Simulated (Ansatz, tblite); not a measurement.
**Bis(4-tert-butylphenyl)iodonium hydroxide (C₂₀H₂₇IO): rung by rung**

How do method and basis change the picture of bis(4-tert-butylphenyl)iodonium hydroxide (C₂₀H₂₇IO) (singlet)?

Program: Ansatz 0.2.0, Gaussian basis. Level of theory: as each input shows. These are calculated values, not measurements.

Levels to be run: GFN1-xTB, GFN2-xTB, PBE-D4/def2-TZVP, r2SCAN-D4/def2-TZVP, BHLYP-D4/def2-TZVP, ωB97X-V/def2-TZVP, HF/def2-TZVP, PBE-D4/def2-SVP, PBE0-D4/def2-SVP, MP2/def2-SVP, RPA/def2-SVP.

## 1. The structure

The singlet was relaxed beforehand with PBE-D4/def2-SVP.

SMILES `CC(C)(C)c1ccc([I+]c2ccc(C(C)(C)C)cc2)cc1.[OH-]`, 49 atoms, charge 0, spin multiplicity 1.

Bond lengths: C1–C2 1.546 Å, C1–H22 1.109 Å, C1–H23 1.108 Å, C1–H24 1.110 Å, C2–C3 1.539 Å, C2–C4 1.546 Å, C2–C5 1.539 Å, C3–H25 1.109 Å, C3–H26 1.109 Å, C3–H27 1.109 Å, C4–H28 1.108 Å, C4–H29 1.110 Å, C4–H30 1.109 Å, C5–C6 1.414 Å, C5–C21 1.409 Å, C6–C7 1.403 Å, C6–H31 1.102 Å, C7–C8 1.399 Å and more. Angles: C2–C1–H22 110.9°, C2–C1–H23 111.8°, C2–C1–H24 110.5°, H22–C1–H23 107.7°, H22–C1–H24 108.1°, H23–C1–H24 107.7°, C1–C2–C3 108.3°, C1–C2–C4 109.5°, C1–C2–C5 109.2°, C3–C2–C4 108.4°, C3–C2–C5 112.2°, C4–C2–C5 109.2°, C2–C3–H25 109.8°, C2–C3–H26 111.9°, C2–C3–H27 111.9°, H25–C3–H26 107.4°, H25–C3–H27 107.5°, H26–C3–H27 108.2° and more.

I takes a core potential in the def2 sets. No spin-orbit coupling is included.

PBE0-D4/def2-TZVP was run before; its log isn't repeated, and its numbers join the tables.

## 2. GFN1-xTB

Tight binding, by tblite at 300 K electronic temperature and without a spin-polarisation term:

```python
tblite.interface.Calculator('GFN1-xTB', numbers, positions, charge=0, uhf=0).singlepoint()
```

Energy -1779.7435 eV, HOMO -10.85 eV, LUMO -8.66 eV; 0.11 s.

## 3. GFN2-xTB

Tight binding, by tblite at 300 K electronic temperature and without a spin-polarisation term:

```python
tblite.interface.Calculator('GFN2-xTB', numbers, positions, charge=0, uhf=0).singlepoint()
```

Energy -1750.9953 eV, HOMO -9.66 eV, LUMO -6.89 eV; 0.074 s.

## 4. PBE-D4/def2-TZVP

start.molden holds the orbitals of an earlier run on this state, given as this run's starting guess.

in.yaml

```yaml
crystal:
  periodic: [false, false, false]
  atoms:
    - {symbol: C, position_ang: [6.984234, 0.951301, -1.398549]}
    - {symbol: C, position_ang: [6.586097, 0.114411, -0.161243]}
    - {symbol: C, position_ang: [7.244097, 0.742172, 1.079920]}
    - {symbol: C, position_ang: [7.120495, -1.327624, -0.318820]}
    - {symbol: C, position_ang: [5.051557, 0.074861, -0.049473]}
    - {symbol: C, position_ang: [4.283187, -0.466929, -1.104987]}
    - {symbol: C, position_ang: [2.882328, -0.522887, -1.054551]}
    - {symbol: C, position_ang: [2.226006, -0.027983, 0.077956]}
    - {symbol: I, position_ang: [0.017563, -0.063161, 0.499309]}
    - {symbol: C, position_ang: [-2.211258, -0.099606, 0.198604]}
    - {symbol: C, position_ang: [-2.908195, -0.678104, -0.864363]}
    - {symbol: C, position_ang: [-4.315138, -0.673459, -0.846320]}
    - {symbol: C, position_ang: [-5.042310, -0.097584, 0.215111]}
    - {symbol: C, position_ang: [-6.580720, -0.066969, 0.254266]}
    - {symbol: C, position_ang: [-7.074520, -0.780011, 1.533842]}
    - {symbol: C, position_ang: [-7.207576, -0.769037, -0.962827]}
    - {symbol: C, position_ang: [-7.055497, 1.404453, 0.266665]}
    - {symbol: C, position_ang: [-4.303896, 0.478286, 1.273078]}
    - {symbol: C, position_ang: [-2.901347, 0.480612, 1.269050]}
    - {symbol: C, position_ang: [2.952534, 0.514145, 1.139504]}
    - {symbol: C, position_ang: [4.357060, 0.563287, 1.074661]}
    - {symbol: H, position_ang: [6.611412, 1.991971, -1.309855]}
    - {symbol: H, position_ang: [6.572307, 0.524865, -2.334815]}
    - {symbol: H, position_ang: [8.088736, 0.988514, -1.502893]}
    - {symbol: H, position_ang: [8.346128, 0.749844, 0.957484]}
    - {symbol: H, position_ang: [7.016052, 0.170749, 2.002514]}
    - {symbol: H, position_ang: [6.919301, 1.791207, 1.234127]}
    - {symbol: H, position_ang: [6.711366, -1.822469, -1.222034]}
    - {symbol: H, position_ang: [8.226893, -1.323757, -0.408698]}
    - {symbol: H, position_ang: [6.848290, -1.949442, 0.558135]}
    - {symbol: H, position_ang: [4.788703, -0.862031, -2.000528]}
    - {symbol: H, position_ang: [2.292847, -0.941307, -1.880984]}
    - {symbol: H, position_ang: [-2.348671, -1.126267, -1.696441]}
    - {symbol: H, position_ang: [-4.845187, -1.136899, -1.690371]}
    - {symbol: H, position_ang: [-6.692614, -0.292604, 2.452983]}
    - {symbol: H, position_ang: [-8.183342, -0.764956, 1.582350]}
    - {symbol: H, position_ang: [-6.743397, -1.838237, 1.551261]}
    - {symbol: H, position_ang: [-6.919099, -0.281557, -1.916048]}
    - {symbol: H, position_ang: [-6.915385, -1.837236, -1.019231]}
    - {symbol: H, position_ang: [-8.313373, -0.728925, -0.890735]}
    - {symbol: H, position_ang: [-8.163858, 1.455266, 0.302281]}
    - {symbol: H, position_ang: [-6.664765, 1.955672, 1.145285]}
    - {symbol: H, position_ang: [-6.715276, 1.938163, -0.643995]}
    - {symbol: H, position_ang: [-4.829724, 0.943984, 2.121551]}
    - {symbol: H, position_ang: [-2.355886, 0.943511, 2.111686]}
    - {symbol: H, position_ang: [2.438984, 0.910796, 2.034483]}
    - {symbol: H, position_ang: [4.905317, 0.998553, 1.921665]}
    - {symbol: O, position_ang: [-0.033175, -0.547240, -1.587850]}
    - {symbol: H, position_ang: [-0.147273, 0.339668, -1.992152]}
basis:
  gaussian: {orbitals: def2-TZVP, fitting: {mean_field: def2-universal-jkfit}, initial_orbitals: start.molden}
hamiltonian: {xc: pbe, dispersion: d4}
scf: {omitted_lower_state_checks: [starts]}
output: {forces: true, orbitals: {seedname: orbitals}}
```

Run with:

```console
$ ansatz run in.yaml --threads 2 --pin off --events-out ev --progress --plain --max-ram 32768MiB --backend cuda --devices 0, --max-vram 18GiB
```

Further steps of the session: r2SCAN-D4/def2-TZVP; BHLYP-D4/def2-TZVP; ωB97X-V/def2-TZVP; HF/def2-TZVP; PBE-D4/def2-SVP; PBE0-D4/def2-SVP; MP2/def2-SVP; RPA/def2-SVP.

Before running them: what should the planned runs give, taken together? Wanted: gap in def2-TZVP, named functionals and Hartree-Fock, smallest and largest; correlation energy, MP2/def2-SVP; binding an atom, functionals in def2-TZVP; PBE0 total energy, smallest basis above largest.

The runs gave:

| quantity | value |
| --- | --- |
| gap in def2-TZVP, named functionals and Hartree-Fock, smallest and largest | 2.39 eV (PBE-D4), 9.60 eV (HF) |
| correlation energy, MP2/def2-SVP | -84.48 eV |
| binding an atom, functionals in def2-TZVP | 4.34 (BHLYP-D4) to 4.64 eV (PBE-D4) |
| PBE0 total energy, smallest basis above largest | 24.90 eV (def2-SVP, def2-TZVP) |

What this shows: Over the named functionals and Hartree-Fock in def2-TZVP the gap runs from 2.39 eV (PBE-D4) to 9.60 eV (HF); exact exchange widens it.
